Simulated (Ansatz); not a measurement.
# C2H2OSe: how energies converge with the basis set

One table from this session's results is given with a row withheld; the runs are named, their logs left out.

Computed with Ansatz 0.2.0, Gaussian basis. Level: one geometry, several basis sets.

The runs, in order: PBE0-D4/def2-SVP; ωB97M-V/def2-SVP; PBE0-D4/def2-QZVPP; ωB97M-V/def2-QZVPP; the functionals' def2-TZVPP values are taken from earlier runs.

## Structure used throughout

The geometry comes from an earlier relaxation with PBE0-D4 in a triple-zeta def2 set; it is a stationary point.

6 atoms, charge 0, spin multiplicity 1.

Atoms are counted from 1 here; the program's logs count them from 0.

Bond lengths: Se1–C2 1.766 Å, Se1–H5 1.484 Å, C2–C3 1.430 Å, C3–O4 1.213 Å, C3–H6 1.119 Å. Angles: C2–Se1–H5 97.9°, Se1–C2–C3 118.6°, C2–C3–O4 126.7°, C2–C3–H6 110.9°, O4–C3–H6 122.1°.

As a file:

| atom | x (Å) | y (Å) | z (Å) |
| --- | --- | --- | --- |
| Se1 | -0.6538 | 0.2987 | -1.5244 |
| C2 | -0.3531 | 0.3612 | 0.2152 |
| C3 | 0.6509 | -0.4944 | 0.7685 |
| O4 | 0.4905 | -1.6184 | 1.1955 |
| H5 | -1.7123 | 1.3367 | -1.5856 |
| H6 | 1.6201 | 0.0521 | 0.8846 |

Set-up of the first run:

Input file in.yaml:

```yaml
crystal:
  periodic: [false, false, false]
  atoms:
    - {symbol: Se, position_ang: [-0.653825, 0.298679, -1.524390]}
    - {symbol: C, position_ang: [-0.353058, 0.361200, 0.215176]}
    - {symbol: C, position_ang: [0.650860, -0.494371, 0.768527]}
    - {symbol: O, position_ang: [0.490466, -1.618398, 1.195529]}
    - {symbol: H, position_ang: [-1.712308, 1.336673, -1.585643]}
    - {symbol: H, position_ang: [1.620066, 0.052118, 0.884600]}
basis:
  gaussian: {orbitals: def2-SVP}
hamiltonian: {xc: pbe0, dispersion: d4}
output: {orbitals: {seedname: orbitals}}
```

Command:

```console
$ ansatz run in.yaml --threads 2 --pin off --events-out ev --progress --plain --max-ram 4352MiB
```

Among the steps run: PBE0-D4 in def2-SVP; ωB97M-V in def2-SVP; PBE0-D4 in def2-QZVPP; ωB97M-V in def2-QZVPP.

One of the session's tables, all rows but one given; the rest of the session is left out.

It belongs to the step «Functionals by basis». 

| functional | basis | HOMO (eV) | LUMO (eV) |
| --- | --- | --- | --- |
| PBE0-D4 | def2-SVP | ? | ? |
| PBE0-D4 | def2-TZVPP | -7.02 | -3.06 |
| PBE0-D4 | def2-QZVPP | -7.06 | -3.09 |
| ωB97M-V | def2-SVP | -9.06 | -0.66 |
| ωB97M-V | def2-TZVPP | -9.28 | -0.84 |
| ωB97M-V | def2-QZVPP | -9.31 | -0.89 |

**Question.** Estimate the row for PBE0-D4, def2-SVP.

As computed: HOMO (eV): -6.85; LUMO (eV): -2.95. In the column «HOMO (eV)» it is the highest.
